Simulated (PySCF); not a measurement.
# [Tm(P5)2]+: other functionals and bases at one geometry

The task here is to estimate one member of a computed series from the others.

Computed with PySCF 2.14.0. Level: several levels, as the steps say, no spin–orbit coupling.

2 further runs of the same task are left out: 2 for a known fault of the program.

### Where the work starts

11 atoms, charge 1, spin multiplicity 1.

Bond lengths: Tm1–P2 3.028 Å, Tm1–P3 3.028 Å, Tm1–P4 3.028 Å, Tm1–P5 3.028 Å, Tm1–P6 3.028 Å, Tm1–P7 3.028 Å, Tm1–P8 3.028 Å, Tm1–P9 3.028 Å, Tm1–P10 3.028 Å, Tm1–P11 3.028 Å, P2–P3 2.152 Å, P2–P6 2.152 Å, P3–P4 2.152 Å, P4–P5 2.152 Å, P5–P6 2.152 Å, P7–P8 2.152 Å, P7–P11 2.152 Å, P8–P9 2.152 Å and more. Angles: P2–Tm1–P3 41.6°, P2–Tm1–P4 70.2°, P2–Tm1–P5 70.2°, P2–Tm1–P6 41.6°, P2–Tm1–P7 180.0°, P2–Tm1–P8 138.4°, P2–Tm1–P9 109.8°, P2–Tm1–P10 109.8°, P2–Tm1–P11 138.4°, P3–Tm1–P4 41.6°, P3–Tm1–P5 70.2°, P3–Tm1–P6 70.2°, P3–Tm1–P7 138.4°, P3–Tm1–P8 109.8°, P3–Tm1–P9 109.8°, P3–Tm1–P10 138.4°, P3–Tm1–P11 180.0°, P4–Tm1–P5 41.6° and more.

Coordinates:

```
Tm    0.00000    0.00000    0.00000
P     0.00000    1.83080    2.41226
P    -1.74120    0.56574    2.41226
P    -1.07612   -1.48115    2.41226
P     1.07612   -1.48115    2.41226
P     1.74120    0.56575    2.41226
P     0.00000   -1.83080   -2.41226
P    -1.74120   -0.56575   -2.41226
P    -1.07612    1.48115   -2.41226
P     1.07612    1.48115   -2.41226
P     1.74120   -0.56574   -2.41226
```

Formal oxidation states: Tm +3. Each metal's 12 4f electrons lie in its core potential, so multiplicities, spins and levels count the valence alone. An earlier session relaxed this geometry at B3LYP, Tm lcecp-1-SVP with ECP58, P def2-SVP (singlet, point group D5d).

At B3LYP on the finer grid: E = -3451.402925 Eh, HOMO -10.97 eV, LUMO -8.32 eV, Mulliken charge on Tm1 +0.53 e, largest force component 0.009 eV/Å. 

Levels to run: r2SCAN; TPSS; TPSSh; wB97X; B3LYP, TZVP. Hardware: 4 threads of Intel Xeon 6975P-C (Granite Rapids), shared host.

Set-up of the first run:

Input file run.py (the lines that set the calculation):

```python
mol = gto.M(atom='''
Tm     0.00000     0.00000     0.00000
P      0.00000     1.83080     2.41226
P     -1.74120     0.56574     2.41226
P     -1.07612    -1.48115     2.41226
P      1.07612    -1.48115     2.41226
P      1.74120     0.56575     2.41226
P      0.00000    -1.83080    -2.41226
P     -1.74120    -0.56575    -2.41226
P     -1.07612     1.48115    -2.41226
P      1.07612     1.48115    -2.41226
P      1.74120    -0.56574    -2.41226''',
    basis={'Tm': 'lcecp-1-SVP', 'P': 'def2-SVP'},
    ecp={'Tm': 'lcecp-1-SVP'},
    charge=1, spin=0)
mf = dft.RKS(mol, xc='R2SCAN')
mf.grids.atom_grid = (75, 302)  # f atoms: unpruned, at least (60, 302)
mf = mf.density_fit()  # fitting sets: Tm AutoAux, P def2-universal-JKFIT
mf.conv_tol = 1e-08; mf.max_cycle = 55
mf.kernel(dm0)  # dm0: the density of the relaxed state
```

Run with:

```bash
> OMP_NUM_THREADS=4 python run.py
```

Among the steps run: r2SCAN; TPSS; TPSSh; wB97X; B3LYP, TZVP.

One table of the session follows, with a row left open; its other results are not shown here.

| level | HOMO (eV) | gap (eV) | charge on Tm1 (e) | largest force component (eV/Å) |
| --- | --- | --- | --- | --- |
| B3LYP (relaxed here) | -10.97 | 2.65 | 0.53 | 0.01 |
| r2SCAN | -10.58 | 1.56 | 0.84 | 0.20 |
| TPSS | -10.39 | 1.47 | 0.78 | 0.05 |
| TPSSh | ? | ? | ? | ? |
| wB97X | -13.46 | 6.93 | 0.54 | 0.81 |
| B3LYP, TZVP | -10.77 | 2.62 | 1.02 | 0.35 |

Estimate the missing values for TPSSh.

The run gave: HOMO (eV): -10.80; gap (eV): 2.12; charge on Tm1 (e): 0.80; largest force component (eV/Å): 0.18. In the column «HOMO (eV)» it lies between B3LYP (relaxed here) (-10.97) and B3LYP, TZVP (-10.77).

In one basis the HOMO–LUMO gap runs from 1.47 eV (TPSS) to 6.93 eV (wB97X). The largest leftover force, 0.81 eV/Å with wB97X, stands at a geometry relaxed at another level. With 4f in the core, its levels are missing from HOMO and gap, and its count is fixed, so no charge can pass from the ligands into it. Total energies of different levels can't be compared.
